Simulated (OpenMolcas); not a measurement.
**Al: a chain of runs**

Wanted: a series of 9 runs (ROHF/def2-SVP, CASSCF(3,4)/def2-SVP, CASPT2(3,4)/def2-SVP, CASPT2[IPEA 0](3,4)/def2-SVP, SC-NEVPT2(3,4)/def2-SVP, PC-NEVPT2(3,4)/def2-SVP, MC-PDFT[tPBE](3,4)/def2-SVP, MC-PDFT[ftPBE](3,4)/def2-SVP, and more) of Al. 

The results are computed with OpenMolcas 26.06.

70 further runs of the same task are left out: 70 set aside as unsound or not needed.

## 1. The energy at ROHF/def2-SVP (run 1)

struct.xyz reads:

```xyz
1

Al     0.000000     0.000000     0.000000
```

step1.inp reads:

```
&GATEWAY
 BasLib=$CurrDir
 Coord=struct.xyz
 Basis=def2-SVP
 Group=NoSym

&SEWARD

&SCF
 UHF
 Spin=2
 PrOrbitals=1 1

&RASSCF
 FileOrb=$Project.UnaOrb
 Spin=2
 Nactel=1 0 0
 Inactive=6
 Ras2=1
 OutOrbitals=Canonical
 OrbListing=Few
```

The basis set def2-SVP is read from a file made from the Basis Set Exchange's data (not shown).

Command:

```bash
export MOLCAS_MEM=1860
pymolcas step1.inp > step1.log
```

The log of the run:

```text
--- Start Module: gateway ---
[...]
--- Stop Module: gateway /rc=_RC_ALL_IS_WELL_ ---
[...]
      Basis functions           18
[...]
--- Start Module: scf ---
[...]
       Convergence after   8 Iterations
[...]
::    Total SCF energy                               -241.7893366379
[...]
      Total spin, S                                     0.5040268417
[...]
--- Stop Module: scf /rc=_RC_ALL_IS_WELL_ ---
--- Start Module: rasscf ---
[...]
      Number of active orbitals                  1
[...]
      Spin quantum number                      0.5
[...]
      Active orbitals                            1
[...]
      Number of CSFs                             1
[...]
      Number of root(s) required                 1
[...]
      Convergence after  7 iterations
[...]
      printout of CI-coefficients larger than  0.05 for root  1
      energy=    -241.786889
      conf/sym  1     Coeff  Weight
             1  u   1.00000 1.00000
      Natural orbitals and occupation numbers for root  1
      sym 1:   1.000000
      ************************************************************************************************************************
      *                                                    Final results                                                     *
[...]
::    RASSCF root number  1 Total energy:   -241.78688950
[...]
      Total electronic charge=   13.000000
      Total            charge=   -0.000000
[...]
      Dipole Moment (debye):
      Origin of the operator (angstrom)=    0.0000    0.0000    0.0000
                   X= -6.0154E-14               Y=  2.2601E-14               Z= -2.3919E-13           Total=  2.4767E-13
      Quadrupole Moment (debye*angstrom):
[...]
--- Stop Module: rasscf /rc=_RC_ALL_IS_WELL_ ---
[...]
```

It took 2.9 s on 1 thread of Intel Xeon Platinum 8259CL at 2.50GHz (Skylake/Cascade Lake), shared host; peak memory 0.37 GiB.

## 2. The Al atom: a single-point energy at CASSCF(3,4)/def2-SVP (run 2)

struct.xyz is that of step 1.

step2.input reads:

```
* Al CASSCF

&GATEWAY
  BasLib=$CurrDir
  Coord=struct.xyz
  Basis=def2-SVP
  Group=NoSym

&SEWARD

&RASSCF
  FileOrb=$CurrDir/step1.RasOrb
  Spin=2
  Nactel=3 0 0
  Inactive=5
  Ras2=4
  OrbListing=Few
  OrbAppear=Compact
```

The basis set def2-SVP is read from a file made from the Basis Set Exchange's data (not shown).

Run the same way, it converges to -241.81034 Eh (log not shown).

Runs 3 to 8 aren't shown in full; the table further down has their settings and results.

## 3. The Al atom: a single-point energy at MRCI(3,4)/def2-SVP (run 9)

struct.xyz is that of step 2.

step9.inp reads:

```
&gateway
  baslib=$CurrDir
  coord=struct.xyz
  basis=def2-SVP
  group=NoSym

&seward

&rasscf
  fileorb=$CurrDir/step2.RasOrb
  spin=2
  nactel=3 0 0
  inactive=5
  ras2=4
  orblisting=Few
  orbappear=Compact

&motra
  lumorb
  frozen=5

&guga
  electrons=3
  spin=2
  inactive=0
  active=4
  ciall=1

&mrci
  sdci
```

The basis set def2-SVP is read from a file made from the Basis Set Exchange's data (not shown).

Command:

```bash
export MOLCAS_MEM=1860
pymolcas step9.inp > step9.log
```

The log of the run:

```text
--- Start Module: gateway ---
[...]
--- Stop Module: gateway /rc=_RC_ALL_IS_WELL_ ---
[...]
      Basis functions           18
[...]
      Number of active orbitals                  4
[...]
      Spin quantum number                      0.5
[...]
      Active orbitals                            4
[...]
      Number of CSFs                            20
[...]
      Number of root(s) required                 1
[...]
      Convergence after  4 iterations
[...]
      printout of CI-coefficients larger than  0.05 for root  1
      energy=    -241.810336
      conf/sym  1111     Coeff  Weight
             1  2u00  -0.97802 0.95652
            15  0u20  -0.14745 0.02174
            18  0u02  -0.14745 0.02174
      Natural orbitals and occupation numbers for root  1
      sym 1:   1.913037   1.000000   0.043482   0.043482
      ************************************************************************************************************************
      *                                                    Final results                                                     *
[...]
::    RASSCF root number  1 Total energy:   -241.81033623
[...]
      Dipole Moment (debye):
      Origin of the operator (angstrom)=    0.0000    0.0000    0.0000
                   X= -7.0150E-13               Y=  6.2684E-14               Z= -2.0440E-13           Total=  7.3335E-13
      Quadrupole Moment (debye*angstrom):
[...]
       (But an ACPF correction will be computed)
       USE THE DEFAULT ACPF G-VALUE GFAC=  0.66666666666666663
[...]
                      CI ENERGY:  -241.83360788
[...]
                ACPF CORRECTION:    -0.00019892
[...]
      Total electronic charge=   13.000000
      Total            charge=    0.000000
[...]
     ACPF CORRECTION:     -0.00019892
[...]
  CI State   1     Total energy:   -241.83360788     QDav:     -0.00060714     QACPF:     -0.00019892
[...]
```

It took 2.4 s on 1 thread of Intel Xeon Platinum 8259CL at 2.50GHz (Skylake/Cascade Lake), shared host; peak memory 0.37 GiB.

## 4. Overview of the runs

| run | level | active rule | inactive | energy (Eh) | dipole moment (D) of the reference | wall time |
| --- | --- | --- | --- | --- | --- | --- |
| 1 | ROHF/def2-SVP | – | – | -241.786890 | 0.00 | 2.9 s |
| 2 | CASSCF(3,4)/def2-SVP | full valence | 5 | -241.810336 | 0.00 | 2.4 s |
| 3 | CASPT2(3,4)/def2-SVP | full valence | 5 | -241.825461 | 0.00 | 2.3 s |
| 4 | CASPT2[IPEA 0](3,4)/def2-SVP | full valence | 5 | -241.828508 | 0.00 | 2.3 s |
| 5 | SC-NEVPT2(3,4)/def2-SVP | full valence | 5 | -241.826938 | 0.00 | 2.3 s |
| 6 | PC-NEVPT2(3,4)/def2-SVP | full valence | 5 | -241.826990 | 0.00 | 2.4 s |
| 7 | MC-PDFT[tPBE](3,4)/def2-SVP | full valence | 5 | -242.138678 | 0.00 | 2.6 s |
| 8 | MC-PDFT[ftPBE](3,4)/def2-SVP | full valence | 5 | -242.195956 | 0.00 | 2.5 s |
| 9 | MRCI(3,4)/def2-SVP | full valence | 5 | -241.833608 | 0.00 | 2.4 s |

## 5. Outcome

| quantity | value |
| --- | --- |
| Al atom, run 9: total energy | -241.83361 Eh |
| Al atom, run 9: dipole moment (CASSCF density) | 0.00 D |

In words: Below the ROHF energy at the same shape and in the same basis (def2-SVP): CASSCF(3,4) -23.4 mEh; CASPT2(3,4) -38.6 mEh; CASPT2[IPEA 0](3,4) -41.6 mEh; SC-NEVPT2(3,4) -40.0 mEh; PC-NEVPT2(3,4) -40.1 mEh; MRCI(3,4) -46.7 mEh. Active-space methods hold only the correlation inside their space unless a perturbation or CI step follows. All runs together took 22 s, the longest 2.9 s.
